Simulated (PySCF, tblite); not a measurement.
**C5H11BN2S: geometry, infrared bands and NMR shifts**

Aim: predict the infrared bands and NMR shifts of C5H11BN2S (`C=C(C#N)C[B@H-]([NH3+])SC`).

Computed with tblite 0.8.0 and PySCF 2.14.0, with density-fitted response routines of our own, on a single molecule in the gas phase. Atoms are numbered from 0 throughout.

## Step 1: The starting structure

20 atoms, charge 0, multiplicity 1; geometry from: force field or distance geometry start.

Bonds of the start (Å): C0–C1 1.32, C1–C2 1.44, C2–N3 1.17, C1–C4 1.47, C4–B5 1.56, B5–N6 1.52, B5–S7 1.90, S7–C8 1.83, C0–H9 1.11, C0–H10 1.09, C4–H11 1.12, C4–H12 1.12, B5–H13 1.21, N6–H14 1.05, N6–H15 1.07, N6–H16 1.05, C8–H17 1.10, C8–H18 1.10, C8–H19 1.11.

## Step 2: Optimising the geometry with GFN2-xTB

Job settings and geometry (Å):

```
{"job": {"kind": "relax", "xc": "GFN2-xTB", "basis": "xTB"}, "charge": 0, "multiplicity": 1}
C     -3.014300    -0.291700    -0.164200
C     -1.894000     0.325700    -0.482800
C     -1.663000     1.670800    -0.023800
N     -1.478800     2.771300     0.331100
C     -0.908400    -0.445400    -1.262200
B      0.484600    -0.659100    -0.590400
N      0.418200    -0.894800     0.913200
S      1.581500     0.839200    -0.986900
C      3.058500     0.883300     0.087100
H     -3.811900     0.207100     0.431100
H     -3.199000    -1.315300    -0.498200
H     -1.320800    -1.428700    -1.591500
H     -0.745300     0.128800    -2.213700
H      1.052600    -1.621800    -1.057000
H     -0.245900    -0.207600     1.350400
H      1.405200    -0.772000     1.294700
H      0.177600    -1.884800     1.162700
H      2.800600     1.339500     1.048600
H      3.458500    -0.133700     0.242600
H      3.838800     1.500000    -0.403500
```

On the command line:

```sh
$ OMP_NUM_THREADS=1 python probes_run.py task.json out
```

The driver reads the jobs from task.json and runs them one after another.

**Question.** This job is followed by: GFN2-xTB harmonic vibrations, gas phase; GIAO PBE0/pcSseg-1 NMR shielding, non-relativistic, gas phase. What will the session give for the following? strongest single infrared mode (GFN2-xTB); zero-point energy (GFN2-xTB); 13C shifts against TMS (PBE0/pcSseg-1); 1H shifts against TMS (PBE0/pcSseg-1, means over atoms taken as alike); 15N shifts against NH3 (PBE0/pcSseg-1); 11B shifts against BF3·OEt2 (PBE0/pcSseg-1); 33S shifts against CS2 (PBE0/pcSseg-1).

**Answer**, as computed:

```
                                                              quantity                                         value
                             strongest single infrared mode (GFN2-xTB)                         1290 cm⁻¹, 240 km/mol
                                          zero-point energy (GFN2-xTB)                                 98.9 kcal/mol
                                13C shifts against TMS (PBE0/pcSseg-1)           133.8, 132.7, 132.0, 38.3, 17.4 ppm
1H shifts against TMS (PBE0/pcSseg-1, means over atoms taken as alike)  5.95, 5.95, 3.92, 2.68, 2.12, 2.04, 1.27 ppm
                                15N shifts against NH3 (PBE0/pcSseg-1)                               306.3, 56.3 ppm
                           11B shifts against BF3·OEt2 (PBE0/pcSseg-1)                                      -9.1 ppm
                                33S shifts against CS2 (PBE0/pcSseg-1)                                      -156 ppm
```

Over 275 steps the energy fell by 0.982 eV; of the close pairs, B5–N6 changed most, 1.523 to 1.624 Å. No mode is imaginary among the 54: a minimum at this level. The strongest single mode, at 1290 cm⁻¹, moves mainly H16, H14 and H15. GFN2-xTB is a fitted tight-binding method: band positions and strengths are rough. Its intensities can rank the bands wrongly. C0 (terminal =CH2 carbon) lies farthest downfield among carbon, at 133.8 ppm; the olefinic region. At PBE0/pcSseg-1: Shielding is most anisotropic at N3 (span 402 ppm, paramagnetic term -380 ppm).
